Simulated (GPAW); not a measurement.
The system is HfMo.

```xyz
2
Lattice="1.6712 -2.4725 0.0000 1.6712 2.4725 0.0000 0.0000 0.0000 4.4470" Properties=species:S:1:pos:R:3 pbc="T T T"
Hf    0.0000    0.0000    0.0000
Mo    1.6712    0.0000    2.2235
```

The cell comes from a database or a generator and needn't be the stable form of this composition.

Base run:

- Program: GPAW 26.7.0
- Functional: PBE
- Potentials or basis: GPAW PAW data sets (gpaw-data 1.2.1)
- Cutoff: 600 eV
- Basis: pw
- k mesh: 10 × 10 × 6
- Occupations: gaussian, width 0.05 eV
- Spin: no spin polarisation

Its results: band gap on the k mesh none (metal or under the smearing width); pressure 0.5 GPa.

Task: The run is repeated on the same cell with these changes: functional from PBE to LDA; potentials or basis from GPAW PAW data sets (gpaw-data 1.2.1) to the program's PAW data sets (release 1.2.1) made for this functional. What comes out?

Result: Band gap on the k mesh none (metal or under the smearing width); pressure -10.6 GPa.

Not every run made on this cell is shown here.
